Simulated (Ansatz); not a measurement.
# B₂Cl₂F₂H₂: a ladder of functionals and wavefunction methods

How much do the methods differ for B₂Cl₂F₂H₂? The plan is to run it at one geometry with functionals of several rungs and with coupled cluster. The yardstick is the atomisation energy at the CCSD(T) limit.

Method: functionals in def2-TZVPP, the program's frozen cores in correlated methods; program: Ansatz 0.2.0, Gaussian basis.

Levels to be run: LDA (SPW92), PBE-D4, revPBE-D4, BLYP-D4, r2SCAN-D4, B97M-V, PBE0-D4, B3LYP-D4, r2SCANh-D4, r2SCAN0-D4, HSE06-D4, BHLYP-D4, CAM-B3LYP-D4, LC-ωPBE, ωB97X-V, ωB97M-V, B2PLYP, PBE-QIDH; CCSD(T)/def2-SVP; CCSD(T)/def2-TZVPP; MP2/def2-QZVPP; extrapolation to the limit; RPA on PBE.

## Step 1: The relaxed structure

The geometry comes from an earlier relaxation with PBE0-D4 in a triple-zeta def2 set; it is a stationary point, not always the lowest conformer.

8 atoms, charge 0, spin multiplicity 1.

Atoms are counted from 1 here; the program's logs count them from 0.

Bond lengths: F1–B2 1.326 Å, B2–Cl3 1.983 Å, B2–Cl6 1.983 Å, B2–H7 1.188 Å, Cl3–B4 1.983 Å, B4–F5 1.325 Å, B4–Cl6 1.983 Å, B4–H8 1.188 Å. Angles: F1–B2–Cl3 109.9°, F1–B2–Cl6 109.9°, F1–B2–H7 121.5°, Cl3–B2–Cl6 94.1°, Cl3–B2–H7 108.9°, Cl6–B2–H7 108.9°, B2–Cl3–B4 85.9°, Cl3–B4–F5 110.0°, Cl3–B4–Cl6 94.1°, Cl3–B4–H8 108.9°, F5–B4–Cl6 110.0°, F5–B4–H8 121.6°, Cl6–B4–H8 108.9°, B2–Cl6–B4 85.9°.

## Step 2: LDA

This LDA is Slater exchange with PW92 correlation.

File in.yaml:

```yaml
crystal:
  periodic: [false, false, false]
  atoms:
    - {symbol: F, position_ang: [1.123224, -1.331226, 1.505616]}
    - {symbol: B, position_ang: [1.137758, -0.310691, 0.659731]}
    - {symbol: Cl, position_ang: [0.394776, -0.873039, -1.090625]}
    - {symbol: B, position_ang: [-1.137392, 0.309811, -0.658853]}
    - {symbol: F, position_ang: [-1.186876, 1.318300, -1.517254]}
    - {symbol: Cl, position_ang: [-0.363018, 0.921508, 1.061412]}
    - {symbol: H, position_ang: [2.122334, 0.328240, 0.473604]}
    - {symbol: H, position_ang: [-2.090806, -0.362903, -0.433630]}
basis:
  gaussian: {orbitals: def2-TZVPP}
hamiltonian: {xc: lda}
output: {orbitals: {seedname: orbitals}}
```

The run is started by

```bash
$ ansatz run in.yaml --threads 4 --pin off --events-out ev --progress --plain --max-ram 10444MiB
```

Further steps of the session: PBE-D4 (GGA); revPBE-D4 (GGA); BLYP-D4 (GGA); r2SCAN-D4 (meta-GGA); B97M-V (meta-GGA); B3LYP-D4 (hybrid); r2SCANh-D4 (hybrid); r2SCAN0-D4 (hybrid); HSE06-D4 (hybrid); BHLYP-D4 (hybrid); CAM-B3LYP-D4 (range-separated); LC-ωPBE (range-separated); ωB97X-V (range-separated); ωB97M-V (range-separated); B2PLYP (double hybrid); PBE-QIDH (double hybrid); CCSD(T) in def2-SVP; CCSD(T) in def2-TZVPP; MP2 in def2-QZVPP; RPA on PBE orbitals.

Before running them: what should the planned runs give, taken together? Wanted: atomisation energy, CCSD(T)/CBS; farthest beyond LDA; mean size of error, GGA; mean size of error, meta-GGA; mean size of error, hybrid; mean size of error, range-separated; mean size of error, double hybrid; gap, smallest and largest; T1 diagnostic.

The runs gave:

| quantity | value |
| --- | --- |
| atomisation energy, CCSD(T)/CBS | 2979.7 kJ/mol |
| functionals within 14.9 kJ/mol (0.5 %) | BLYP-D4, B3LYP-D4, r2SCAN0-D4, LC-ωPBE, ωB97X-V |
| farthest beyond LDA | PBE-D4 (+109.0 kJ/mol) |
| mean size of error, GGA | 41.9 kJ/mol |
| mean size of error, meta-GGA | 49.9 kJ/mol |
| mean size of error, hybrid | 37.9 kJ/mol |
| mean size of error, range-separated | 20.1 kJ/mol |
| mean size of error, double hybrid | 21.4 kJ/mol |
| gap, smallest and largest | 5.97 eV (LDA (SPW92)), 13.65 eV (LC-ωPBE) |
| T1 diagnostic | 0.0115 |
| triples share of the correlation energy | 3.7 % |

**Reading.** The LDA atomisation energy is off by 522.6 kJ/mol (18 %): it overbinds. PBE-D4 is off by +109.0 kJ/mol. Double hybrids carry the basis error of their MP2 part in triple zeta, and no dispersion term here, so their miss is partly the set-up's. By mean error the best rung here is range-separated (20.1 kJ/mol) and the worst beyond LDA is meta-GGA (49.9 kJ/mol). The gap between the best rungs is small, so their order is not settled. Misses under about 14.9 kJ/mol are within the doubt on the reference itself, which lacks core-valence correlation, relativity and higher excitations. Hartree-Fock recovers 76 % of the binding; the rest is correlation. CCSD(T) in def2-SVP is off by -124.6 kJ/mol, which most functionals beat. Orbital gaps span 6.0 to 13.7 eV; exact exchange widens them.
